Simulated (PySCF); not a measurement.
# RuO₄: singlet, from a see-saw start

Where does singlet RuO₄ go from a see-saw start, is the end point a minimum, and what are its modes, charges and moments?

Program: PySCF 2.14.0. Level of theory: PBE0, basis Ru def2-SVP with ECP28, O def2-SVP, scalar-relativistic core potentials, no spin–orbit coupling, density fitting. These are calculated values, not measurements.

### 1 Where the work starts

5 atoms, charge 0, spin multiplicity 1.

Bond lengths: Ru1–O2 1.710 Å, Ru1–O3 1.710 Å, Ru1–O4 1.710 Å, Ru1–O5 1.710 Å. Angles: O2–Ru1–O3 170.0°, O2–Ru1–O4 86.9°, O2–Ru1–O5 86.9°, O3–Ru1–O4 86.9°, O3–Ru1–O5 86.9°, O4–Ru1–O5 104.0°.

Coordinates in bohr (charge 0 multiplicity 1):
```
Ru    0.0000    0.0000   -0.4380
O     0.0000    3.2191   -0.1564
O     0.0000   -3.2191   -0.1564
O     2.5464    0.0000    1.5515
O    -2.5464    0.0000    1.5515
```

### 2 See-saw start, singlet: relaxation

The steps below are one call of a driver around PySCF. For each, scf.py gives the equivalent set-up of the SCF; relaxations use the driver's own optimiser. Before each start the driver seeks the lowest SCF state from one or more starting densities and follows internal instabilities, so scf.py alone need not reach the same state.

The program finds C2v symmetry in the start, which this walk keeps. Threshold on the gradient: 0.0003 Eh/bohr, with a further test on the energy change.

File scf.py:

```python
from pyscf import gto, scf, dft
mol = gto.M(atom='''
Ru     0.000000     0.000000    -0.231761
O      0.000000     1.703500    -0.082761
O     -0.000000    -1.703500    -0.082761
O      1.347500    -0.000000     0.821039
O     -1.347500     0.000000     0.821039''',
    basis={'Ru': 'def2-SVP', 'O': 'def2-SVP'},
    ecp={'Ru': 'def2-SVP'},
    charge=0, spin=0)
mf = dft.RKS(mol, xc='PBE0')
mf.grids.atom_grid = (50, 194)
aux = {'Ru': 'def2-universal-JKFIT', 'O': 'def2-universal-JKFIT'}
mf = mf.density_fit(auxbasis=aux)
mf.kernel()
```

Further steps of the session: Frequencies.

Q: Predict the outcome of this session. Wanted: minimum; geometry; wavenumbers; dipole moment; highest occupied, lowest empty level; polar-tensor charge of Ru1; zero-point energy; atomisation energy.

The runs gave:

| quantity | value |
| --- | --- |
| minimum | singlet, Td |
| geometry | Ru–O 1.664 Å (×4); O–Ru–O 109.5° (×6) |
| wavenumbers (cm⁻¹) | 351 (e), 374 (t2), 1007 (a1), 1023 (t2) |
| dipole moment | 0.00 D |
| highest occupied, lowest empty level | -10.49, -5.07 eV |
| polar-tensor charge of Ru1 | +2.02 e |
| zero-point energy | 35.3 kJ/mol |
| entropy at 298.15 K | 284.5 J/(mol K) |
| atomisation energy (no zero-point energy) | 1717 kJ/mol |

In words: From C2v at the start the molecule goes to a Td minimum. The strongest infrared band lies at 1023 cm⁻¹ (t2, stretch). Ru1 has a polar-tensor charge of +2.0 e (a dipole derivative, not a static charge), yet symmetry cancels the bond dipoles. Other starts or spin states, not run here, may lie lower.
